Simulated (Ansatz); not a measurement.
**CH₃BOS: small, medium and large basis sets**

Aim: see how fast density functionals converge with the basis set for CH₃BOS.

The runs use Ansatz 0.2.0, Gaussian basis; one geometry, several basis sets.

Levels to be run: PBE0-D4/def2-SVP; ωB97M-V/def2-SVP; PBE0-D4/def2-QZVPP; ωB97M-V/def2-QZVPP; the functionals' def2-TZVPP values are taken from earlier runs.

## 1. Structure used throughout

An earlier PBE0-D4 in a triple-zeta def2 set relaxation fixed the geometry.

SMILES `OB1CS1`, 7 atoms, charge 0, spin multiplicity 1.

Atoms are counted from 1 here; the program's logs count them from 0.

Bond lengths: O1–B2 1.340 Å, O1–H5 0.961 Å, B2–C3 1.530 Å, B2–S4 1.754 Å, C3–S4 1.883 Å, C3–H6 1.087 Å, C3–H7 1.087 Å. Angles: B2–O1–H5 113.4°, O1–B2–C3 148.4°, O1–B2–S4 142.0°, C3–B2–S4 69.6°, B2–C3–S4 60.8°, B2–C3–H6 121.6°, B2–C3–H7 121.6°, S4–C3–H6 113.5°, S4–C3–H7 113.5°, H6–C3–H7 113.4°, B2–S4–C3 49.6°.

## 2. PBE0-D4 in def2-SVP

in.yaml

```yaml
crystal:
  periodic: [false, false, false]
  atoms:
    - {symbol: O, position_ang: [-1.350878, 0.665472, -1.019497]}
    - {symbol: B, position_ang: [-0.440250, -0.112422, -0.418951]}
    - {symbol: C, position_ang: [0.728032, -0.232298, 0.561564]}
    - {symbol: S, position_ang: [0.117992, -1.772767, -0.333787]}
    - {symbol: H, position_ang: [-1.299097, 1.587528, -0.754321]}
    - {symbol: H, position_ang: [0.568433, -0.263585, 1.636092]}
    - {symbol: H, position_ang: [1.737069, 0.059972, 0.283199]}
basis:
  gaussian: {orbitals: def2-SVP}
hamiltonian: {xc: pbe0, dispersion: d4}
output: {orbitals: {seedname: orbitals}}
```

On the command line:

```sh
ansatz run in.yaml --threads 2 --pin off --events-out ev --progress --plain --max-ram 4352MiB
```

After this run come: ωB97M-V in def2-SVP; PBE0-D4 in def2-QZVPP; ωB97M-V in def2-QZVPP.

Before running them: what should the planned runs give, taken together? Wanted: PBE0-D4: double and triple zeta above quadruple; ωB97M-V: double and triple zeta above quadruple.

As calculated:

| quantity | value |
| --- | --- |
| PBE0-D4: double and triple zeta above quadruple | 8.66, 0.54 eV |
| ωB97M-V: double and triple zeta above quadruple | 8.73, 0.51 eV |

In words: For PBE0-D4 the step from double to triple zeta gains 8.12 eV and the next only 0.54 eV. Total energies overstate the basis error of differences, where much of it tends to cancel. The LUMO of ωB97M-V is positive and keeps falling with the basis (2.42 to 1.04 eV): an unbound level that the basis holds in place.
